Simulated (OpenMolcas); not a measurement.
# S12g/6-311G(d,p) run of BH3O3 (boric acid)

What is the vertical ionisation energy of BH3O3 (boric acid) at S12g/6-311G**? 

The results are computed with OpenMolcas 26.06.

### 1 The structure to begin with

The species is BH3O3 (7 atoms), meant as a singlet with charge 0. SMILES: `OB(O)O`. Geometry: relaxed at PBE0-D4/def2-TZVP. This is a higher conformer, about 20 kJ/mol above the lowest found by a separate search.

Bond lengths: O1–B2 1.367 Å, B2–O3 1.360 Å, B2–O4 1.376 Å, O1–H5 0.957 Å, O3–H6 0.959 Å, O4–H7 0.957 Å. Angles: O1–B2–O3 116.5°, O1–B2–O4 125.2°, O3–B2–O4 118.3°, B2–O1–H5 115.3°, B2–O3–H6 111.6°, B2–O4–H7 115.8°.

### 2 A single-point energy at S12g/6-311G(d,p)

job.input reads:

```
&GATEWAY
  BASLIB = $CurrDir
  COORD
  7
  angstrom
  O       -1.109700       0.802600       0.321900
  B       -0.012200      -0.006800       0.228700
  O        0.501200      -0.469300       1.400100
  O        0.600700      -0.381300      -0.945400
  H       -1.457400       1.118600      -0.511500
  H        1.266800      -1.028200       1.254500
  H        0.210500      -0.035700      -1.748300
  BASIS = 6-311Gss
  GROUP = NoSym

&SEWARD

&SCF
  KSDFT = S12G
  PRORBITALS = 1 1
```

The basis set 6-311G** is read from a file made from the Basis Set Exchange's data (not shown).

Launch:

```bash
$ export MOLCAS_MEM=1860
$ pymolcas job.input > job.log
```

Output:

```text
--- Start Module: gateway ---
[...]
--- Stop Module: gateway /rc=_RC_ALL_IS_WELL_ ---
--- Start Module: seward ---
[...]
      Basis functions           90
--- Stop Module: seward /rc=_RC_ALL_IS_WELL_ ---
[...]
--- Start Module: scf ---
[...]
       Convergence after  14 Iterations
[...]
::    Total KS-DFT energy                            -252.5090412278
[...]
      Total spin, S                                     0.0000000000
[...]
      Total electronic charge=   32.000000
      Total            charge=   -0.000000
[...]
      Dipole Moment (debye):
      Origin of the operator (angstrom)=   -0.0039   -0.0127    0.2246
                   X=  8.3200E-03               Y=  1.9750E-01               Z= -2.9448E+00           Total=  2.9514E+00
      Quadrupole Moment (debye*angstrom):
[...]
--- Stop Module: scf /rc=_RC_ALL_IS_WELL_ ---
[...]
```

It took 11 s on 1 thread of Arm Neoverse V1, shared host; peak memory 0.49 GiB.

### 3 The doublet cation at the same level

job.input: that of step 2 with these lines changed.

```diff
@@ -1,4 +1,4 @@
 &GATEWAY
-  BASLIB = $CurrDir
-  COORD
+  BasLib=$CurrDir
+  Coord
   7
@@ -12,4 +12,4 @@
   H        0.210500      -0.035700      -1.748300
-  BASIS = 6-311Gss
-  GROUP = NoSym
+  Basis=6-311Gss
+  Group=NoSym
 
@@ -18,3 +18,6 @@
 &SCF
-  KSDFT = S12G
-  PRORBITALS = 1 1
+  UHF
+  Charge=1
+  Spin=2
+  KSDFT=S12G
+  PrOrbitals=1 1
```

The basis set 6-311G** is read from a file made from the Basis Set Exchange's data (not shown).

Launch:

```bash
$ export MOLCAS_MEM=1860
$ pymolcas job.input > job.log
```

Output:

```text
--- Start Module: gateway ---
[...]
--- Stop Module: gateway /rc=_RC_ALL_IS_WELL_ ---
--- Start Module: seward ---
[...]
      Basis functions           90
--- Stop Module: seward /rc=_RC_ALL_IS_WELL_ ---
[...]
--- Start Module: scf ---
[...]
       Convergence after  52 Iterations
[...]
::    Total KS-DFT energy                            -252.0946880572
[...]
      Total spin, S                                     0.5018633849
[...]
      Total electronic charge=   31.000000
      Total            charge=    1.000000
[...]
      Dipole Moment (debye):
      Origin of the operator (angstrom)=   -0.0039   -0.0127    0.2246
                   X=  3.1041E+00               Y= -1.9574E+00               Z= -5.0645E+00           Total=  6.2543E+00
      Center of Charge (angstrom)
[...]
--- Stop Module: scf /rc=_RC_ALL_IS_WELL_ ---
[...]
```

Wall time 43 s (1 thread of Arm Neoverse V1, shared host); peak memory 0.49 GiB.

### 4 Results

Level: S12g/6-311G**.

| quantity | value |
| --- | --- |
| singlet BH3O3: total energy | -252.50904 Eh |
| singlet BH3O3: dipole moment | 2.95 D |
| singlet BH3O3: HOMO energy | -7.10 eV |
| singlet BH3O3: LUMO energy | -0.42 eV |
| singlet BH3O3: HOMO–LUMO gap | 6.68 eV |
| doublet cation: total energy | -252.09469 Eh |
| doublet cation: HOMO energy (highest over α and β) | -15.26 eV |
| doublet cation: LUMO energy (lowest over α and β) | -14.61 eV |
| doublet cation: ⟨S²⟩ | 0.754 |
| vertical ionisation energy (to the doublet cation) | 11.275 eV |

What this shows: Removing an electron at fixed nuclei costs 11.28 eV (1088 kJ/mol). The negative HOMO energy of the first species, 7.10 eV, lies 4.18 eV below that difference.
